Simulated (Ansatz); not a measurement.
**GaP: how the settings move a single-point run**

Aim: see which settings change the result for GaP, by how much, and at what cost.

Computed with Ansatz 0.2.0 (reference: DFT, r2SCAN, PAW with Ansatz's default frozen-core files, scalar-relativistic; levels and slopes on a fine mesh, independent-particle optical spectra, unless a step's input says otherwise).

## (1) The structure to begin with

Symmetry: F-43m, No. 216, cubic system. Conventional cell: a = 5.451 Å, b = 5.451 Å, c = 5.451 Å, α = 90.00°, β = 90.00°, γ = 90.00°. Around Ga (site symmetry -43m) lie 4 P at 2.36 Å. P (site symmetry -43m) is surrounded by 4 Ga at 2.36 Å.

Structure file:

```xyz
2
Lattice="0.0000 2.7252 2.7252 2.7252 0.0000 2.7252 2.7252 2.7252 0.0000" Properties=species:S:1:pos:R:3 pbc="T T T"
Ga    0.0000    0.0000    0.0000
P     4.0879    4.0879    4.0879
```

## (2) The reference run

input.yaml

```yaml
crystal:
  lattice:
    - [0.0, 2.72525, 2.72525]
    - [2.72525, 0.0, 2.72525]
    - [2.72525, 2.72525, 0.0]
  atoms:
    - { symbol: Ga, position: [0.0, 0.0, 0.0] }
    - { symbol: P, position: [0.75, 0.75, 0.75] }
kpoints:
  mp_grid: { grid: [8, 8, 8] }
scf:
  occupations: { method: fixed }
hamiltonian:
  xc: r2scan
  pseudopotentials: { kind: paw }
output:
  forces: true
  stress: true
  eigenvalues: true
  eigenstates:
    nscf_kmesh: { grid: [12, 12, 12] }
    de_dk: true
    e_range: [-9, 11.85674819512]
  optics:
    e_range: [0, 20]
    de: 0.2
    sigma: 0.25
    bands: { spectra_wanted_up_to: 20 }
    nscf_kmesh: { grid: [12, 12, 12] }
checkpoint:
  write: ck
  write_wavefunctions: false
```

On the command line:

```
ansatz run input.yaml --threads 1 --pin off --max-ram 3072MiB --backend cpu --events-out ev --progress --plain --runs-dir out
```

## (3) Changing settings: mp_grid.shift [0.5, 0.5, 0.5]

input.yaml: that of step 2 with these lines changed.

```diff
@@ -9,3 +9,3 @@
 kpoints:
-  mp_grid: { grid: [8, 8, 8] }
+  mp_grid: { grid: [8, 8, 8], shift: [0.5, 0.5, 0.5] }
 scf:
```

What does the calculation give? Wanted: for each run, ending; energy change; pressure; gap; force.

As calculated:

| run | ending | energy change | pressure (GPa) | gap (eV) | force (eV/Å) | cycles | time |
| --- | --- | --- | --- | --- | --- | --- | --- |
| reference | converged | 0 | 0.0 | 1.89 | 0.00 | - | 57 s |
| 1: mp_grid.shift [0.5, 0.5, 0.5] | converged | -1.0 meV/atom | 0.0 | 2.06 | 0.00 | 9 | 2.5 min |

Residual by cycle in the longest SCF loop of each run; runs are numbered as in the table. The quantity is the density residual dr2, in eV.

| cycle | reference | run 1 |
| --- | --- | --- |
| 1 | 0.0184 | 0.0185 |
| 2 | 0.00308 | 0.00309 |
| 3 | 5.1e-4 | 5.1e-4 |
| 4 | 4.1e-5 | 3.9e-5 |
| 5 | 2.4e-6 | 2.3e-6 |
| 6 | 3.9e-8 | 3.8e-8 |
| 7 | 2.1e-9 | 2.0e-9 |
| 8 | 2.8e-11 | 2.7e-11 |
| 9 | 2.4e-12 | 2.3e-12 |

What this shows: Changing the k-point mesh moves the energy by -1.0 meV/atom, and the gap on the mesh goes from 1.89 to 2.06 eV. Sampling errors of the energy have no fixed sign. A gap read on a mesh depends on which points the mesh holds, and a coarse mesh shifts the density too.

The gaps are Kohn-Sham values of a semilocal functional, not quasiparticle or optical gaps. Such gaps usually fall short of the measured ones.
